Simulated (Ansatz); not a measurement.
# CH₅FGe₂, SMILES [F][GeH]1[CH2][GeH2]1: a single point in a Gaussian basis

Program: Ansatz's Python interface.

`ch5fge2_energy.py`
```python
'''Single point of CH5FGe2.'''

import warnings

import ansatz
import numpy as np

BASIS_SET = 'def2-SVP'
FUNCTIONAL = 'PBE'

GEOMETRY = '''
F    -2.47540    0.00460    0.39650
Ge   -1.08090    0.55920   -0.46910
C     0.46150    0.71110    0.59620
Ge    0.79980   -1.05260   -0.06600
H    -1.10460    0.90670   -1.99510
H     1.23500    1.44860    0.21060
H     0.30720    0.74650    1.70200
H     1.69130   -1.18040   -1.30390
H     0.25460   -2.19010    0.91180
'''

warnings.simplefilter('ignore', ansatz.DeckWarning)

ch5fge2 = ansatz.Crystal.molecule()
for line in GEOMETRY.strip().splitlines():
    symbol, *xyz = line.split()
    ch5fge2 = ch5fge2.atom(symbol, [float(v) for v in xyz])

job = (
    ch5fge2.calculation()
    .basis(gaussian=BASIS_SET)
    .functional(FUNCTIONAL)
    .forces()
)
out = job.run(threads=1)
summary = out.report

print(f'E = {summary["free_energy_ev"]:.6f} eV = {summary["free_energy_ev"] / 27.211386246:.7f} Ha')
print('converged:', summary['converged'], ' doubts:', summary['published_state_doubts'] or 'none')

state = summary['mean_field']['state']
print(f'mean field: {state["energy"]["hartree"]:.7f} Ha, <S^2> = {abs(state["spin_squared"]):.4f}, stability: {state.get("stability", {}).get("kind")}')

symbols = [site.symbol for site in ch5fge2.cartesian_sites]
print('forces (eV/A)')
for symbol, f in zip(symbols, summary['forces_ev_ang']):
    print(f'  {symbol:2s} {f[0]:9.4f} {f[1]:9.4f} {f[2]:9.4f}')

charges = summary['charge_distribution']
print('dipole moment', round(4.803205 * float(np.linalg.norm(charges['dipole_moment_e_ang'])), 3), 'D')
print('Mulliken:', [(s, round(q, 3)) for s, q in zip(symbols, charges['mulliken_charges_e'])])
```

```console
$ python ch5fge2_energy.py
E = -116832.057142 eV = -4293.4989084 Ha
converged: True  doubts: none
mean field: -4293.4989084 Ha, <S^2> = 0.0000, stability: minimum
forces (eV/A)
  F    -0.9223    0.0804    0.2325
  Ge    0.5026   -0.9671   -1.7252
  C     1.8753    2.0426    1.4065
  Ge   -1.1552   -1.5698   -0.1952
  H    -0.4805    0.1670    0.5945
  H    -0.7497   -0.3151    0.6027
  H     0.1152    0.2787   -0.4208
  H     0.2164   -0.2036    0.1659
  H     0.5982    0.4869   -0.6609
dipole moment 2.135 D
Mulliken: [('F', -0.319), ('Ge', 0.397), ('C', -0.221), ('Ge', -0.057), ('H', -0.006), ('H', 0.099), ('H', 0.102), ('H', -0.004), ('H', 0.008)]
```

What to keep in mind:
- Total energies depend on the basis set; only differences at equal settings carry meaning.
- The geometry is a force-field or estimated start, not a minimum of this method, and the basis set is short of its limit.
- It ran for 4.8 s on 1 thread of Arm Neoverse V1, on a shared host, peak memory 0.23 GiB.

(A comment or docstring line of the script was reworded after the run, the code is as it ran; lines on the test bed's own set-up are left out of the output.)
